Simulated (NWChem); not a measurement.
# the pair AlH2Br···H2S, step by step

We compute the energy (singlet AlH4SBr, M06-2X/3-21G), then the energy (singlet AlH2Br, M06-2X/3-21G), then a single-point energy (singlet H2S, M06-2X/3-21G), then the energy (singlet AlH2Br, M06-2X/3-21G), then the energy (singlet H2S, M06-2X/3-21G) of AlBrH4S and its partners. 

The results are computed with NWChem 7.3.0.

## Step 1: The molecule

The species is AlH4SBr (7 atoms), meant as a singlet with charge 0. The two molecules were placed rigidly side by side, at 1 times their contact distance; the pair isn't optimised.

Bond lengths: Al1–Br2 2.256 Å, Al1–H3 1.576 Å, Al1–H4 1.576 Å, S5–H6 1.341 Å, S5–H7 1.341 Å. Angles: Br2–Al1–H3 117.6°, Br2–Al1–H4 117.6°, H3–Al1–H4 124.9°, H6–S5–H7 92.3°.

## Step 2: The energy at M06-2X/3-21G (run 1)

Input file albrh4s.nw:

```
START albrh4s
memory 2200 mb
charge 0

GEOMETRY units angstrom noautosym nocenter noautoz
   Al      -0.162120      -0.049650      -0.105250
   Br       1.671080       0.511650       1.084750
   H       -0.575420      -1.569750      -0.134150
   H       -0.933520       1.107750      -0.845350
   S       -3.659070       1.618450      -2.008270
   H       -4.830810       1.983980      -2.548810
   H       -3.675520       0.435130      -2.639520
END

BASIS "ao basis" spherical bse
   * library 3-21G
END

DFT
   xc m06-2x
   grid fine
   convergence energy 1e-08
   maxiter 100
   mulliken
   print low
END

TASK dft energy
```

On the command line:

```
nwchem albrh4s.nw > albrh4s.out
```

Log:

```text
[...]
 d= 0,ls=0.0,diis     1  -3201.4420720607 -3.43D+03  1.47D-02  2.78D-01     0.7
[...]
 d= 0,ls=0.0,diis     8  -3201.4897369634 -1.03D-09  4.01D-07  7.64D-11     4.3
         Total DFT energy =    -3201.489736963432
      One electron energy =    -4906.816726570457
           Coulomb energy =     1616.743851032646
    Exchange-Corr. energy =     -137.146266083025
 Nuclear repulsion energy =      225.729404657404
[...]
      Total Density - Mulliken Population Analysis
     ---------------------------------------------
    Atom       Charge   Shell Charges
 -----------   ------   -------------------------------------------------------
    1 Al  13    12.38   2.00  1.98  5.87  0.78  1.20  0.30  0.26
    2 Br  35    35.33   2.00  2.00  5.99  2.00  5.96  0.77  2.30  1.24  3.06 10.00
    3 H    1     1.15   0.41  0.74
    4 H    1     1.13   0.41  0.73
    5 S   16    16.18   2.00  1.96  5.89  1.05  2.50  0.89  1.89
    6 H    1     0.91   0.45  0.46
    7 H    1     0.91   0.45  0.46
[...]
```

It took 5.1 s on 1 thread of AMD EPYC 9R14 (Zen 4), shared host; peak memory 0.12 GiB.

## Step 3: AlH2Br: the energy at M06-2X/3-21G (run 2)

Input file albrh2.nw:

```
start albrh2
title "AlBrH2"
memory total 2200 mb
geometry noautosym nocenter noautoz
  Al    -0.162120    -0.049650    -0.105250
  Br     1.671080     0.511650     1.084750
  H     -0.575420    -1.569750    -0.134150
  H     -0.933520     1.107750    -0.845350
end
basis "ao basis" spherical bse
  * library 3-21G
end
dft
  xc m06-2x
  mult 1
  grid fine
  convergence energy 1e-08
  iterations 100
  mulliken
  print low
end
task dft energy
```

On the command line:

```
nwchem albrh2.nw > albrh2.out
```

Log:

```text
[...]
 d= 0,ls=0.0,diis     1  -2804.0987503447 -2.93D+03  1.75D-02  1.63D-01     0.4
[...]
 d= 0,ls=0.0,diis     7  -2804.1264797712 -1.87D-09  7.30D-07  1.34D-10     2.1
         Total DFT energy =    -2804.126479771203
      One electron energy =    -4160.248834503597
           Coulomb energy =     1340.067089683747
    Exchange-Corr. energy =     -110.808072887380
 Nuclear repulsion energy =      126.863337936027
[...]
      Total Density - Mulliken Population Analysis
     ---------------------------------------------
    Atom       Charge   Shell Charges
 -----------   ------   -------------------------------------------------------
    1 Al  13    12.38   2.00  1.98  5.87  0.78  1.19  0.30  0.27
    2 Br  35    35.33   2.00  2.00  5.99  2.00  5.96  0.77  2.30  1.24  3.06 10.00
    3 H    1     1.15   0.41  0.74
    4 H    1     1.15   0.41  0.74
[...]
```

Wall time 2.7 s (1 thread of AMD EPYC 9R14 (Zen 4), shared host); peak memory 0.11 GiB.

## Step 4: H2S: a single-point energy at M06-2X/3-21G (run 3)

Input file geom.nw:

```
start geom
title "H2S"
memory total 2200 mb
charge 0

geometry noautosym nocenter noautoz
  S    -3.659070    1.618450   -2.008270
  H    -4.830810    1.983980   -2.548810
  H    -3.675520    0.435130   -2.639520
end

basis spherical bse
  S library 3-21G
  H library 3-21G
end

dft
  xc m06-2x
  grid fine
  convergence energy 1e-08
  iterations 100
  mulliken
  print low
end

task dft energy
```

On the command line:

```
nwchem geom.nw > geom.out
```

Log:

```text
[...]
 d= 0,ls=0.0,diis     1   -397.3412117121 -4.10D+02  2.71D-02  1.16D-01     0.2
[...]
 d= 0,ls=0.0,diis     7   -397.3614718191 -1.67D-10  3.63D-07  1.96D-12     0.7
         Total DFT energy =     -397.361471819098
      One electron energy =     -574.509282105363
           Coulomb energy =      190.587450680164
    Exchange-Corr. energy =      -26.338739414924
 Nuclear repulsion energy =       12.899099021024
[...]
      Total Density - Mulliken Population Analysis
     ---------------------------------------------
    Atom       Charge   Shell Charges
 -----------   ------   -------------------------------------------------------
    1 S   16    16.18   2.00  1.96  5.89  1.05  2.50  0.89  1.89
    2 H    1     0.91   0.45  0.46
    3 H    1     0.91   0.45  0.46
[...]
```

It took 1.2 s on 1 thread of AMD EPYC 9R14 (Zen 4), shared host; peak memory 0.11 GiB.

## Step 5: AlH2Br among ghost functions: the energy at M06-2X/3-21G (with ghost functions) (run 4)

Input file albrh2.nw:

```
START albrh2
memory 2200 mb
charge 0

GEOMETRY units au noautosym nocenter noautoz
  Al  -0.30636240  -0.09382490  -0.19889367
  Br   3.15788353   0.96687837   2.04988041
  H   -1.08738621  -2.96639758  -0.25350676
  H   -1.76409713   2.09334411  -1.59747998
  bqS     -6.914640     3.058427    -3.795080
  bqH     -9.128908     3.749179    -4.816553
  bqH     -6.945726     0.822277    -4.987970
END

BASIS spherical bse
  Al library 3-21G
  Br library 3-21G
  H library 3-21G
  bqS library S 3-21G
  bqH library H 3-21G
END

DFT
  xc m06-2x
  mult 1
  grid fine
  convergence energy 1e-08
  maxiter 100
  mulliken
  noprint "final vectors analysis"
END

TASK dft energy
```

On the command line:

```
nwchem albrh2.nw > albrh2.out
```

Log:

```text
[...]
          Wavefunction type:  closed shell.
          No. of atoms     :     7
          No. of electrons :    50
[...]
          Charge           :     0
          Spin multiplicity:     1
[...]
          AO basis - number of functions:    56
[...]
              XC Information
              --------------
                       M06-2X Method XC Functional
                     Hartree-Fock (Exact) Exchange  0.540
                        M06-2X Exchange Functional  1.000
                      M06-2X Correlation Potential  1.000
[...]
 d= 0,ls=0.0,diis     1  -2804.0995669397 -2.93D+03  1.22D-02  1.63D-01     0.8
[...]
 d= 0,ls=0.0,diis     7  -2804.1272787766 -1.91D-09  5.19D-07  1.41D-10     3.7
         Total DFT energy =    -2804.127278776588
      One electron energy =    -4160.228478921747
           Coulomb energy =     1340.044404473025
    Exchange-Corr. energy =     -110.806533313841
 Nuclear repulsion energy =      126.863328985975
[...]
      Total Density - Mulliken Population Analysis
     ---------------------------------------------
    Atom       Charge   Shell Charges
 -----------   ------   -------------------------------------------------------
    1 Al  13    12.37   2.00  1.98  5.87  0.78  1.20  0.30  0.26
    2 Br  35    35.33   2.00  2.00  5.99  2.00  5.96  0.77  2.30  1.24  3.06 10.00
    3 H    1     1.15   0.41  0.74
    4 H    1     1.15   0.41  0.74
    5 X    0     0.00  -0.00 -0.00 -0.00 -0.00 -0.00  0.00  0.00
    6 X    0     0.00  -0.00  0.00
    7 X    0     0.00  -0.00  0.00
[...]
```

It took 4.5 s on 1 thread of AMD EPYC 9R14 (Zen 4), shared host; peak memory 0.12 GiB.

## Step 6: H2S among ghost functions: a single-point energy at M06-2X/3-21G (with ghost functions) (run 5)

Input file h2s.nw:

```
start h2s
title "H2S M06-2X"
memory stack 880 mb heap 220 mb global 1100 mb
geometry noautosym nocenter noautoz
 S    -3.659070    1.618450   -2.008270
 H    -4.830810    1.983980   -2.548810
 H    -3.675520    0.435130   -2.639520
 bqAl    -0.162120    -0.049650    -0.105250
 bqBr     1.671080     0.511650     1.084750
 bqH     -0.575420    -1.569750    -0.134150
 bqH     -0.933520     1.107750    -0.845350
end
basis spherical bse
 S library 3-21G
 H library 3-21G
 bqAl library Al 3-21G
 bqBr library Br 3-21G
 bqH library H 3-21G
end
dft
 xc m06-2x
 grid fine
 convergence energy 1e-08
 maxiter 100
 mulliken
 print low
end
task dft energy
```

On the command line:

```
nwchem h2s.nw > h2s.out
```

Log:

```text
[...]
 d= 0,ls=0.0,diis     1   -397.3420108502 -4.10D+02  8.25D-03  1.16D-01     0.6
[...]
 d= 0,ls=0.0,diis     7   -397.3622664534 -1.60D-10  1.21D-07  4.30D-12     3.3
         Total DFT energy =     -397.362266453423
      One electron energy =     -574.494532603862
           Coulomb energy =      190.569937927892
    Exchange-Corr. energy =      -26.336770798477
 Nuclear repulsion energy =       12.899099021024
[...]
      Total Density - Mulliken Population Analysis
     ---------------------------------------------
    Atom       Charge   Shell Charges
 -----------   ------   -------------------------------------------------------
    1 S   16    16.18   2.00  1.96  5.89  1.05  2.51  0.89  1.88
    2 H    1     0.91   0.45  0.46
    3 H    1     0.91   0.45  0.46
    4 X    0     0.00  -0.00 -0.00 -0.00 -0.00 -0.00  0.00  0.00
    5 X    0    -0.00  -0.00 -0.00 -0.00  0.00 -0.00 -0.00  0.00 -0.00 -0.00 -0.00
    6 X    0    -0.00   0.00 -0.00
    7 X    0    -0.00   0.00 -0.00
[...]
```

It took 3.9 s on 1 thread of AMD EPYC 9R14 (Zen 4), shared host; peak memory 0.12 GiB.

## Step 7: Results

| quantity | value |
| --- | --- |
| run 1, M06-2X/3-21G: total energy | -3201.48974 Eh |
| AlH2Br: total energy | -2804.12648 Eh |
| H2S: total energy | -397.36147 Eh |
| AlH2Br among ghost functions: total energy | -2804.12728 Eh |
| AlH2Br among ghost functions: dipole moment | 1.78 D |
| H2S among ghost functions: total energy | -397.36227 Eh |
| interaction energy of the rigid parts AlH2Br and H2S (parts in their own basis; closest atoms 3.01 Å apart) | -0.049 eV |
| interaction energy of the rigid parts AlH2Br and H2S (parts in the whole basis, counterpoise; closest atoms 3.01 Å apart) | -0.005 eV |

The interaction energy of the rigid parts AlH2Br and H2S (parts in their own basis; closest atoms 3.01 Å apart) is −0.05 eV (−1.1 kcal/mol): the parts attract. Without counterpoise this holds the superposition error of the basis. The interaction energy of the rigid parts AlH2Br and H2S (parts in the whole basis, counterpoise; closest atoms 3.01 Å apart) is −0.01 eV (−0.1 kcal/mol). The basis-set superposition error is 4.2 kJ/mol. Mulliken charges (run 1, M06-2X/3-21G) run from -0.33 on Br2 to +0.62 on Al1; they depend strongly on the basis. Mulliken charges (AlH2Br) run from -0.33 on Br2 to +0.62 on Al1. Mulliken charges (H2S) run from -0.18 on S1 to +0.09 on H2; they depend strongly on the basis.
